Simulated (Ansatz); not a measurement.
**CH₃ClGeS: up Jacob's ladder to CCSD(T)**

How much do the methods differ for CH₃ClGeS? The plan is to run it at one geometry with functionals of several rungs and with coupled cluster, and see how far each lands from CCSD(T) at the basis-set limit for the atomisation energy.

The runs use Ansatz 0.2.0, Gaussian basis; functionals in def2-TZVPP, the program's frozen cores in correlated methods.

Levels to be run: LDA (SPW92), PBE-D4, revPBE-D4, BLYP-D4, r2SCAN-D4, B97M-V, PBE0-D4, B3LYP-D4, r2SCANh-D4, r2SCAN0-D4, HSE06-D4, BHLYP-D4, CAM-B3LYP-D4, LC-ωPBE, ωB97X-V, ωB97M-V, B2PLYP, PBE-QIDH; CCSD(T)/def2-SVP; CCSD(T)/def2-TZVPP; MP2/def2-QZVPP; extrapolation to the limit; RPA on PBE.

## 1. The relaxed structure

All runs share one geometry, relaxed beforehand with PBE0-D4 in a triple-zeta def2 set.

SMILES `C[S][Ge][Cl]`, 7 atoms, charge 0, spin multiplicity 1.

Atoms are counted from 1 here; the program's logs count them from 0.

Bond lengths: C1–S2 1.808 Å, C1–H5 1.089 Å, C1–H6 1.089 Å, C1–H7 1.089 Å, S2–Ge3 2.219 Å, Ge3–Cl4 2.204 Å. Angles: S2–C1–H5 108.3°, S2–C1–H6 108.4°, S2–C1–H7 110.8°, H5–C1–H6 109.5°, H5–C1–H7 110.0°, H6–C1–H7 109.9°, C1–S2–Ge3 111.7°, S2–Ge3–Cl4 102.1°.

## 2. LDA

This LDA is Slater exchange with PW92 correlation.

Input file in.yaml:

```yaml
crystal:
  periodic: [false, false, false]
  atoms:
    - {symbol: C, position_ang: [-0.338989, 0.711226, -0.543439]}
    - {symbol: S, position_ang: [0.724478, -0.654632, -1.064443]}
    - {symbol: Ge, position_ang: [1.201694, -2.013502, 0.623390]}
    - {symbol: Cl, position_ang: [0.121285, -1.067834, 2.295062]}
    - {symbol: H, position_ang: [0.172348, 1.646835, -0.767063]}
    - {symbol: H, position_ang: [-1.267222, 0.659649, -1.111358]}
    - {symbol: H, position_ang: [-0.552393, 0.650059, 0.522351]}
basis:
  gaussian: {orbitals: def2-TZVPP}
hamiltonian: {xc: lda}
output: {orbitals: {seedname: orbitals}}
```

Further steps of the session: PBE-D4 (GGA); revPBE-D4 (GGA); BLYP-D4 (GGA); r2SCAN-D4 (meta-GGA); B97M-V (meta-GGA); PBE0-D4 (hybrid); B3LYP-D4 (hybrid); r2SCANh-D4 (hybrid); r2SCAN0-D4 (hybrid); HSE06-D4 (hybrid); BHLYP-D4 (hybrid); CAM-B3LYP-D4 (range-separated); LC-ωPBE-D4 (range-separated); ωB97X-V (range-separated); ωB97M-V (range-separated); B2PLYP (double hybrid); PBE-QIDH (double hybrid); CCSD(T) in def2-SVP; CCSD(T) in def2-TZVPP; MP2 in def2-QZVPP; RPA on PBE orbitals.

Q: Predict the results of all the runs planned. Wanted: atomisation energy, CCSD(T)/CBS; farthest beyond LDA; mean size of error, GGA; mean size of error, meta-GGA; mean size of error, hybrid; mean size of error, range-separated; mean size of error, double hybrid; gap, smallest and largest; T1 diagnostic.

The runs gave:

| quantity | value |
| --- | --- |
| atomisation energy, CCSD(T)/CBS | 24.150 eV |
| functionals within 0.242 eV (1.0 %) | revPBE-D4, BLYP-D4, r2SCAN-D4, PBE0-D4, B3LYP-D4, r2SCANh-D4, HSE06-D4, CAM-B3LYP-D4, ωB97X-V, ωB97M-V, PBE-QIDH |
| farthest beyond LDA | BHLYP-D4 (-0.833 eV) |
| mean size of error, GGA | 0.237 eV |
| mean size of error, meta-GGA | 0.245 eV |
| mean size of error, hybrid | 0.241 eV |
| mean size of error, range-separated | 0.213 eV |
| mean size of error, double hybrid | 0.304 eV |
| gap, smallest and largest | 3.12 eV (LDA (SPW92)), 9.45 eV (LC-ωPBE) |
| T1 diagnostic | 0.0139 |
| triples share of the correlation energy | 4.5 % |

**Reading.** The LDA atomisation energy is off by 3.761 eV (16 %): it overbinds. PBE-D4 is off by +0.657 eV. Double hybrids carry the basis error of their MP2 part in triple zeta, and no dispersion term here, so their miss is partly the set-up's. The rungs range-separated, GGA, hybrid miss on average by less than the doubt on the reference (0.242 eV), so they tie. Misses under about 0.242 eV are within the doubt on the reference itself, which lacks core-valence correlation, relativity and higher excitations, and its outer-core shells are covered unevenly. Hartree-Fock recovers 71 % of the binding; the rest is correlation. CCSD(T) in def2-SVP is off by -1.883 eV, more than most functionals: a good method in a small basis is no reference. The gap grows from 3.1 to 9.5 eV across the functionals, mostly with the share of exact exchange. Correlated methods include outer-core shells of Ge, which these sets cover unevenly.
